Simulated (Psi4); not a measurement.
**doublet SiNH4ClO+ at 3 levels**

We compute a comparison of 3 runs (UB2PLYP/6-31G*, UDSD-PBEP86/6-31G*, UOMP2/6-31G*) of doublet SiNH4ClO+. 

The calculation is run with Psi4 1.11.

## Step 1: Starting point

SiNH4ClO+ has 8 atoms, charge +1, and is taken as a doublet. SMILES of the parent species: `N[SiH](O)Cl`. The coordinates come from a PBE0-D4/def2-TZVP relaxation. This is one conformer, not always the lowest. That shape belongs to the parent species and isn't relaxed for this state.

Bond lengths: N1–Si2 1.700 Å, Si2–O3 1.631 Å, Si2–Cl4 2.058 Å, N1–H5 1.006 Å, N1–H6 1.007 Å, Si2–H7 1.474 Å, O3–H8 0.960 Å. Angles: N1–Si2–O3 111.2°, N1–Si2–Cl4 104.5°, O3–Si2–Cl4 112.6°, N1–Si2–H7 117.4°, O3–Si2–H7 103.8°, Cl4–Si2–H7 107.5°, Si2–N1–H5 120.7°, Si2–N1–H6 121.4°, Si2–O3–H8 116.7°, H5–N1–H6 112.4°.

## Step 2: The energy at UB2PLYP/6-31G(d) (density fitting for correlation, spherical functions) (run 1)

File clh4nosi.json:

```json
{
 "schema_name": "qcschema_input",
 "schema_version": 1,
 "molecule": {
  "schema_name": "qcschema_molecule",
  "schema_version": 2,
  "symbols": ["N", "Si", "O", "Cl", "H", "H", "H", "H"],
  "geometry": [-1.41691665, 1.67354146, -0.54613085, 0.99097238, -0.42745605, -0.21788542, 1.04180601, -1.62762111, 2.62086116, 0.32711159, -3.10217441, -2.96101186, -2.30017464, 1.88594667, -2.21608183, -1.52482001, 3.23596702, 0.53479249, 3.58424354, 0.52383208, -0.58316948, -0.52817845, -2.26993902, 3.2629901],
  "molecular_charge": 1,
  "molecular_multiplicity": 2,
  "fix_symmetry": "c1"
 },
 "driver": "energy",
 "model": {
  "method": "b2plyp",
  "basis": "6-31G*"
 },
 "keywords": {
  "reference": "uks",
  "puream": true,
  "e_convergence": 1e-09,
  "d_convergence": 1e-08,
  "scf_type": "pk",
  "dft_radial_points": 99,
  "dft_spherical_points": 590,
  "num_frozen_docc": 12,
  "maxiter": 100
 }
}
```

The run is started by

```console
psi4 --qcschema clh4nosi.json -n 1 --memory 1600MB
```

stdout:

```text
[...]
  Running in c1 symmetry.
[...]
  Nuclear repulsion =  228.759091881909143
[...]
  Multiplicity = 2
[...]
  Nalpha       = 25
  Nbeta        = 24
[...]
    Number of basis functions: 72
[...]
   @UKS iter   1:  -880.92895733295506    1.31150e-01   1.00606e-02 ADIIS/DIIS
[...]
   @UKS iter  20:  -881.19769980466378   -5.11591e-12   5.44716e-09 DIIS
[...]
   @S^2 Observed:                7.575332602E-01
[...]
    Orbital Energies [Eh]
    ---------------------
    Alpha Occupied:
       1A   -103.079672     2A    -67.526230     3A    -19.952809
       4A    -15.241443     5A    -10.091897     6A     -7.730861
       7A     -7.725969     8A     -7.725596     9A     -5.923552
      10A     -4.178892    11A     -4.177087    12A     -4.175132
      13A     -1.382441    14A     -1.354869    15A     -1.126642
      16A     -0.935484    17A     -0.924237    18A     -0.828902
      19A     -0.793263    20A     -0.703314    21A     -0.667603
      22A     -0.640135    23A     -0.608270    24A     -0.566650
      25A     -0.563194
    Alpha Virtual:
[...]
  @UKS Final Energy:  -881.19769980466378
   => Energetics <=
    Nuclear Repulsion Energy =            228.7590918819091428
    One-Electron Energy =               -1661.0862265076261792
    Two-Electron Energy =                 582.6324778675118523
    DFT Exchange-Correlation Energy =     -31.5030430464585898
    Empirical Dispersion Energy =           0.0000000000000000
    VV10 Nonlocal Energy =                  0.0000000000000000
    Total Energy =                       -881.1976998046637846
[...]
 Multipole Moments:
 ------------------------------------------------------------------------------------
     Multipole            Electronic (a.u.)      Nuclear  (a.u.)        Total (a.u.)
 ------------------------------------------------------------------------------------
 L = 1.  Multiply by 2.5417464519 to convert [e a0] to [Debye]
 Dipole X            :         -0.5690807           -1.0728176           -1.6418983
 Dipole Y            :         -2.1993792            5.0317101            2.8323310
 Dipole Z            :         -2.6081907            3.0944870            0.4862963
 Magnitude           :                                                    3.3097451
[...]
```

The result, in JSON:

```text
{
 "driver": "energy",
 "model": {
  "method": "b2plyp",
  "basis": "6-31G*"
 },
 "success": true,
 "return_result": -881.367286635636,
 "properties": {
  "calcinfo_nbasis": 72,
  "calcinfo_nmo": 72,
  "calcinfo_nalpha": 25,
  "calcinfo_nbeta": 24,
  "calcinfo_natom": 8,
  "nuclear_repulsion_energy": 228.75909188190914,
  "return_energy": -881.367286635636,
  "scf_one_electron_energy": -1661.0862265076262,
  "scf_two_electron_energy": 582.6324778675119,
  "scf_xc_energy": -31.50304304645859,
  "scf_dipole_moment": [-1.6418983296852159, 2.83233097033113, 0.48629627426023925],
  "scf_total_energy": -881.1976998046638,
  "scf_iterations": 20
 }
}
```

It took 21 s on 1 thread of Intel Xeon 6975P-C (Granite Rapids), shared host; peak memory 1 GiB.

## Step 3: A single-point energy at UDSD-PBEP86/6-31G(d) (density fitting for correlation, spherical functions) (run 2)

File clh4nosi.in:

```
memory 1600 MB

molecule geom {
  1 2
  N
  Si 1 1.699958
  O 2 1.631159 1 111.16815
  Cl 2 2.057647 3 112.62392 1 -116.84752
  H 1 1.005993 2 120.73598 3 -147.44535
  H 1 1.006997 5 112.38893 2 154.29842
  H 2 1.474444 3 103.78735 1 127.15508
  H 3 0.959805 2 116.72124 7 176.43377
  symmetry c1
}

set globals {
  basis 6-31G*
  reference uks
  puream true
  e_convergence 1e-09
  d_convergence 1e-08
  scf_type pk
  dft_radial_points 99
  dft_spherical_points 590
  num_frozen_docc 12
  maxiter 100
}

energy("dsd-pbep86")
print_variables()
```

The run is started by

```console
psi4 -i clh4nosi.in -o clh4nosi.out -n 1
```

clh4nosi.out:

```text
[...]
  Running in c1 symmetry.
[...]
  Nuclear repulsion =  228.759090327484358
[...]
  Multiplicity = 2
[...]
  Nalpha       = 25
  Nbeta        = 24
[...]
    Number of basis functions: 72
[...]
   @UKS iter   1:  -880.40057662371839   -9.96092e-03   8.01967e-03 DIIS/ADIIS
[...]
   @UKS iter  19:  -880.60179457537095   -2.16005e-12   6.68114e-09 DIIS
[...]
   @S^2 Observed:                7.580408466E-01
[...]
    Orbital Energies [Eh]
    ---------------------
    Alpha Occupied:
       1A   -103.839379     2A    -68.132564     3A    -20.280679
       4A    -15.536736     5A    -10.354870     6A     -7.920199
       7A     -7.916135     8A     -7.915928     9A     -6.125796
      10A     -4.317564    11A     -4.315705    12A     -4.313913
      13A     -1.471329    14A     -1.438917    15A     -1.193281
      16A     -0.990673    17A     -0.979561    18A     -0.877285
      19A     -0.853817    20A     -0.743680    21A     -0.710190
      22A     -0.682858    23A     -0.646471    24A     -0.602596
      25A     -0.598283
    Alpha Virtual:
[...]
  @UKS Final Energy:  -880.60179457537095
   => Energetics <=
    Nuclear Repulsion Energy =            228.7590903274843583
    One-Electron Energy =               -1660.9295913389114503
    Two-Electron Energy =                 570.2984514159916216
    DFT Exchange-Correlation Energy =     -18.7297449799353828
    Empirical Dispersion Energy =           0.0000000000000000
    VV10 Nonlocal Energy =                  0.0000000000000000
    Total Energy =                       -880.6017945753709455
[...]
 Multipole Moments:
 ------------------------------------------------------------------------------------
     Multipole            Electronic (a.u.)      Nuclear  (a.u.)        Total (a.u.)
 ------------------------------------------------------------------------------------
 L = 1.  Multiply by 2.5417464519 to convert [e a0] to [Debye]
 Dipole X            :          2.7333155           -4.0010597           -1.2677442
 Dipole Y            :          1.9466203           -2.3994612           -0.4528409
 Dipole Z            :          0.6062760           -3.7787573           -3.1724813
 Magnitude           :                                                    3.4462847
[...]
```

Wall time 19 s (1 thread of Intel Xeon 6975P-C (Granite Rapids), shared host); peak memory 1 GiB.

## Step 4: The energy at UOMP2/6-31G(d) (density fitting for correlation, spherical functions) (run 3)

File run.py:

```python
import psi4

psi4.set_memory(1600000000)
psi4.set_num_threads(1)
psi4.set_output_file('clh4nosi.out', False)

mol = psi4.geometry("""
1 2
N     -0.749800     0.885600    -0.289000
Si     0.524400    -0.226200    -0.115300
O      0.551300    -0.861300     1.386900
Cl     0.173100    -1.641600    -1.566900
H     -1.217200     0.998000    -1.172700
H     -0.806900     1.712400     0.283000
H      1.896700     0.277200    -0.308600
H     -0.279500    -1.201200     1.726700
symmetry c1
no_reorient
no_com
""")

options = {'basis': '6-31G*', 'reference': 'uhf', 'puream': True, 'e_convergence': 1e-09, 'd_convergence': 1e-08, 'scf_type': 'pk', 'num_frozen_docc': 12, 'maxiter': 100}
psi4.set_options(options)

e_tot, wfn = psi4.energy('omp2', molecule=mol, return_wfn=True)
print('E =', round(e_tot, 9))
```

The run is started by

```console
python run.py
```

clh4nosi.out:

```text
[...]
  Running in c1 symmetry.
[...]
  Nuclear repulsion =  228.759091773363366
[...]
  Multiplicity = 2
[...]
  Nalpha       = 25
  Nbeta        = 24
[...]
    Number of basis functions: 72
[...]
   @UHF iter   1:  -879.63372052703130   -1.62162e-01   6.73673e-03 ADIIS/DIIS
[...]
   @UHF iter  18:  -879.82095645393508   -2.95586e-12   7.73840e-09 DIIS
[...]
   @S^2 Observed:                7.597699907E-01
[...]
    Orbital Energies [Eh]
    ---------------------
    Alpha Occupied:
       1A   -104.988699     2A    -69.065793     3A    -20.773521
       4A    -15.976583     5A    -10.729993     6A     -8.197978
       7A     -8.195351     8A     -8.195243     9A     -6.420341
      10A     -4.528066    11A     -4.526411    12A     -4.525002
      13A     -1.585137    14A     -1.549265    15A     -1.279624
      16A     -1.057380    17A     -1.047207    18A     -0.940068
      19A     -0.923726    20A     -0.794552    21A     -0.764078
      22A     -0.738352    23A     -0.691990    24A     -0.644867
      25A     -0.639500
    Alpha Virtual:
[...]
  @UHF Final Energy:  -879.82095645393508
   => Energetics <=
    Nuclear Repulsion Energy =            228.7590917733633660
    One-Electron Energy =               -1660.7515149726234540
    Two-Electron Energy =                 552.1714667453248921
    Total Energy =                       -879.8209564539350822
  UHF NO Occupations:
  HONO-2 :   23  A 1.9990000
  HONO-1 :   24  A 1.9975140
[...]
 Multipole Moments:
 ------------------------------------------------------------------------------------
     Multipole            Electronic (a.u.)      Nuclear  (a.u.)        Total (a.u.)
 ------------------------------------------------------------------------------------
 L = 1.  Multiply by 2.5417464519 to convert [e a0] to [Debye]
 Dipole X            :        -18.5370902           17.0816124           -1.4554778
 Dipole Y            :         58.4457293          -56.6517216            1.7940077
 Dipole Z            :         34.9560899          -35.2450930           -0.2890031
 Magnitude           :                                                    2.3281757
[...]
	Warning: cc_lambda option is changed to TRUE
	For this residual convergence, default PCG convergence is:     1.00e-07
[...]
	DF-SCS-MP2 Total Energy (a.u.)     :  -880.31700350397148
	DF-SOS-MP2 Total Energy (a.u.)     :  -880.31112009593494
[...]
	DF-SCS-OMP2 Total Energy (a.u.)    :  -880.32362104138929
	DF-SOS-OMP2 Total Energy (a.u.)    :  -880.27748582174490
	DF-SCS(N)-OMP2 Total Energy (a.u.) :  -880.05059302702841
[...]
	DF-OMP2 Total Energy (a.u.)        :  -880.33747702097628
[...]
```

On the terminal:

```text
E = -880.337477021
```

It took 28 s on 1 thread of Intel Xeon 6975P-C (Granite Rapids), shared host; peak memory 0.27 GiB.

## Step 5: Overview of the runs

```
run                                                                      level         integration grid  energy (Eh)  HOMO energy (eV)  LUMO energy (eV)   ⟨S²⟩  wall time
  1      UB2PLYP/6-31G* (density fitting for correlation, spherical functions)  99 radial × 590 angular  -881.367287            -15.25            -10.88  0.758       21 s
  2  UDSD-PBEP86/6-31G* (density fitting for correlation, spherical functions)  99 radial × 590 angular  -880.871079            -16.21             -9.55  0.758       19 s
  3        UOMP2/6-31G* (density fitting for correlation, spherical functions)                        –  -880.337477            -17.34             -7.36  0.760       28 s
```

## Step 6: What came out

| quantity | value |
| --- | --- |
| run 3: total energy | -880.33748 Eh |
| run 3: HOMO energy (Hartree–Fock orbitals) (highest over α and β) | -17.34 eV |
| run 3: LUMO energy (Hartree–Fock orbitals) (lowest over α and β) | -7.36 eV |
| run 3: correlation energy (12 core orbitals frozen) | -516.5 mEh |
| run 3: ⟨S²⟩ of the reference determinant | 0.760 |

**Reading.** Totals of different functionals can't be ranked against each other. All runs together took 68 s, the longest 28 s.
